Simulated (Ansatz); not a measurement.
# SnGe2: a short molecular-dynamics run

What does SnGe2 do over 20 steps of 3 fs at constant energy, with velocities drawn for 1200 K? The cell is an element-swapped structure of 9 atoms, taken as it stands, without a relaxation.

Method: DFT PBEsol, plane waves, PAW, scalar-relativistic, collinear spin, in Ansatz 0.2.0.

## (1) The starting structure

The cell holds 9 atoms (Ge6Sn3): a = 5.242 Å, b = 5.242 Å, c = 7.302 Å, α = 90.00°, β = 90.00°, γ = 120.00°.

Coordinates:

```xyz
9
Lattice="5.2421 0.0000 0.0000 -2.6210 4.5398 0.0000 0.0000 0.0000 7.3020" Properties=species:S:1:pos:R:3 pbc="T T T"
Sn    1.3105    2.2699    1.2172
Sn   -1.3105    2.2699    6.0853
Sn    2.6210    0.0000    3.6513
Ge    3.9698    0.7345    1.2172
Ge    1.3488    3.8052    6.0853
Ge    2.6210    3.0707    3.6513
Ge   -1.3488    3.8052    1.2172
Ge    1.2723    0.7345    6.0853
Ge    0.0000    1.4691    3.6513
```

## (2) The run

input.yaml reads:

```yaml
crystal:
  lattice:
    - [5.24209225, 0.0, 0.0]
    - [-2.62104612, 4.53978505, 0.0]
    - [0.0, 0.0, 7.302027]
  atoms:
    - { symbol: Sn, position: [0.5, 0.5, 0.1667], spin: -1.0 }
    - { symbol: Sn, position: [0.0, 0.5, 0.83336667], spin: -4.0 }
    - { symbol: Sn, position: [0.5, 0.0, 0.50003333], spin: -2.0 }
    - { symbol: Ge, position: [0.8382, 0.1618, 0.1667], spin: -1.0 }
    - { symbol: Ge, position: [0.6764, 0.8382, 0.83336667], spin: 4.0 }
    - { symbol: Ge, position: [0.8382, 0.6764, 0.50003333], spin: 0.5 }
    - { symbol: Ge, position: [0.1618, 0.8382, 0.1667], spin: -0.5 }
    - { symbol: Ge, position: [0.3236, 0.1618, 0.83336667], spin: 1.0 }
    - { symbol: Ge, position: [0.1618, 0.3236, 0.50003333], spin: -1.0 }
kpoints:
  mp_grid: { grid: [3, 3, 2] }
magnetization:
  spin_polarized: true
scf:
  occupations: { method: fermi_dirac, width: 0.05 }
hamiltonian:
  pseudopotentials: { kind: paw }
  xc: pbesol
basis:
  ecutwfc: 420
md:
  timestep: 3.0
  n_steps: 20
  ensemble: nve
  temperature: 1200.0
  initial_velocities: maxwell_boltzmann
  seed: 474272
```

Launch:

```sh
$ ansatz run input.yaml --threads 2 --pin off --max-ram 2560MiB --backend cpu --events-out ev --progress --plain --runs-dir out
```

What does the calculation give? Wanted: temperature, first and last step; temperature, second half; potential energy, second half; largest change of the total energy; mean square displacement, second half.

As calculated:

```
                             quantity                          value
                               length               20 steps of 3 fs
     temperature, first and last step                 1200 and 398 K
             temperature, second half  mean 493 K, from 383 to 728 K
        potential energy, second half    +81 meV/atom from the start
   largest change of the total energy                  0.13 meV/atom
mean square displacement, second half          Ge 0.064, Sn 0.013 Å²
```

In words: The temperature starts at 1200 K and averages 493 K in the second half, where it ranges from 383 to 728 K. The total energy strays from its start by at most 0.13 meV/atom, 0.2 % of the mean kinetic energy, so a step of 3 fs is short enough over this time. The farthest move is 0.41 Å, against a mean nearest distance of 2.8 Å at the start: no atom has changed site so far. Settings off the usual here: magnetization. A run of 60 fs with 9 atoms shows the motion but fixes no equilibrium value. The k-mesh is coarse.
